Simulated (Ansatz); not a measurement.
# C₂H₁₀NO₂SiY: up Jacob's ladder to CCSD(T)

An exercise on one series of results from a longer session: the logs are not shown, and one member is left open.

The runs use Ansatz 0.2.0, Gaussian basis; functionals in def2-TZVPP, the program's frozen cores in correlated methods.

Levels to be run: LDA (SPW92), PBE-D4, revPBE-D4, BLYP-D4, r2SCAN-D4, B97M-V, PBE0-D4, B3LYP-D4, r2SCANh-D4, r2SCAN0-D4, HSE06-D4, BHLYP-D4, CAM-B3LYP-D4, LC-ωPBE, ωB97X-V, ωB97M-V, B2PLYP, PBE-QIDH; CCSD(T)/def2-SVP; CCSD(T)/def2-TZVPP; MP2/def2-QZVPP; extrapolation to the limit; RPA on PBE.

2 further runs of the same task are left out: 1 for a known fault of the program, 1 that didn't finish.

## The geometry

All runs share one geometry, relaxed beforehand with PBE0-D4 in a triple-zeta def2 set. Y takes the def2 core potential; no spin-orbit term is included.

SMILES `C[N](C)[Y]([OH])[O][SiH3]`, 17 atoms, charge 0, spin multiplicity 1.

Atoms are counted from 1 here; the program's logs count them from 0.

Bond lengths: C1–N2 1.443 Å, C1–H8 1.097 Å, C1–H9 1.102 Å, C1–H10 1.102 Å, N2–C3 1.441 Å, N2–Y4 2.139 Å, C3–H11 1.102 Å, C3–H12 1.102 Å, C3–H13 1.095 Å, Y4–O5 2.026 Å, Y4–O6 2.074 Å, O5–H14 0.952 Å, O6–Si7 1.619 Å, Si7–H15 1.493 Å, Si7–H16 1.492 Å, Si7–H17 1.492 Å. Angles: N2–C1–H8 111.1°, N2–C1–H9 112.2°, N2–C1–H10 112.2°, H8–C1–H9 107.2°, H8–C1–H10 107.2°, H9–C1–H10 106.7°, C1–N2–C3 111.2°, C1–N2–Y4 122.5°, C3–N2–Y4 126.3°, N2–C3–H11 112.1°, N2–C3–H12 112.1°, N2–C3–H13 110.9°, H11–C3–H12 106.6°, H11–C3–H13 107.4°, H12–C3–H13 107.4°, N2–Y4–O5 116.1°, N2–Y4–O6 116.6°, O5–Y4–O6 127.2° and more.

Set-up of the first run:

Contents of in.yaml:

```yaml
crystal:
  periodic: [false, false, false]
  atoms:
    - {symbol: C, position_ang: [1.229589, -1.579746, -0.237037]}
    - {symbol: N, position_ang: [0.784564, -0.466532, -1.039392]}
    - {symbol: C, position_ang: [1.379560, -0.499164, -2.351785]}
    - {symbol: Y, position_ang: [-0.584399, 1.004554, -0.305226]}
    - {symbol: O, position_ang: [-1.077174, 2.487268, -1.594290]}
    - {symbol: O, position_ang: [-1.255855, 0.760551, 1.641766]}
    - {symbol: Si, position_ang: [-1.806520, 0.605078, 3.156555]}
    - {symbol: H, position_ang: [0.777179, -1.553055, 0.761498]}
    - {symbol: H, position_ang: [0.965390, -2.549961, -0.687958]}
    - {symbol: H, position_ang: [2.322878, -1.582404, -0.098493]}
    - {symbol: H, position_ang: [2.479921, -0.452751, -2.309789]}
    - {symbol: H, position_ang: [1.123719, -1.420036, -2.900626]}
    - {symbol: H, position_ang: [1.039205, 0.347625, -2.956875]}
    - {symbol: H, position_ang: [-1.407537, 3.243959, -2.069009]}
    - {symbol: H, position_ang: [-2.569339, 1.812960, 3.588763]}
    - {symbol: H, position_ang: [-2.716796, -0.571023, 3.280472]}
    - {symbol: H, position_ang: [-0.684374, 0.412675, 4.121415]}
basis:
  gaussian: {orbitals: def2-TZVPP}
hamiltonian: {xc: lda}
output: {orbitals: {seedname: orbitals}}
```

Run with:

```
ansatz run in.yaml --threads 2 --pin off --events-out ev --progress --plain --max-ram 22528MiB --backend cuda --devices 0, --max-vram 18GiB
```

Among the steps run: LDA; PBE-D4 (GGA); revPBE-D4 (GGA); BLYP-D4 (GGA); r2SCAN-D4 (meta-GGA); B97M-V (meta-GGA); B3LYP-D4 (hybrid); r2SCANh-D4 (hybrid); r2SCAN0-D4 (hybrid); HSE06-D4 (hybrid); BHLYP-D4 (hybrid); CAM-B3LYP-D4 (range-separated); LC-ωPBE (range-separated); ωB97X-V (range-separated); ωB97M-V (range-separated); B2PLYP (double hybrid); PBE-QIDH (double hybrid).

One of the session's tables, all rows but one given; the rest of the session is left out.

It belongs to the step «Frontier levels by functional». 

| functional | HOMO (eV) | LUMO (eV) | gap (eV) |
| --- | --- | --- | --- |
| LDA (SPW92) | -4.87 | -2.51 | 2.36 |
| PBE-D4 | -4.73 | -2.33 | 2.41 |
| revPBE-D4 | -4.67 | -2.20 | 2.47 |
| BLYP-D4 | ? | ? | ? |
| r2SCAN-D4 | -4.91 | -1.88 | 3.03 |
| B97M-V | -5.02 | -2.24 | 2.78 |
| PBE0-D4 | -5.90 | -1.57 | 4.34 |
| B3LYP-D4 | -5.71 | -1.90 | 3.81 |
| r2SCANh-D4 | -5.36 | -1.64 | 3.71 |
| r2SCAN0-D4 | -6.04 | -1.30 | 4.74 |
| HSE06-D4 | -5.51 | -1.93 | 3.58 |
| BHLYP-D4 | -7.02 | -1.03 | 5.99 |
| CAM-B3LYP-D4 | -7.22 | -0.86 | 6.36 |
| LC-ωPBE | -8.50 | 0.34 | 8.84 |
| ωB97X-V | -8.20 | 0.12 | 8.32 |
| ωB97M-V | -8.15 | -0.35 | 7.80 |

Q: Estimate the row for BLYP-D4 from the others.

Worked estimate for «HOMO (eV)». Against the share of exact exchange, B3LYP-D4 (0.2, -5.71), BHLYP-D4 (0.5, -7.02) give a slope of -4.37 per unit share; at 0 the line stands at -4.84.

The run gave: HOMO (eV): -4.62; LUMO (eV): -2.34; gap (eV): 2.29. In «HOMO (eV)» the line misses by -0.22.
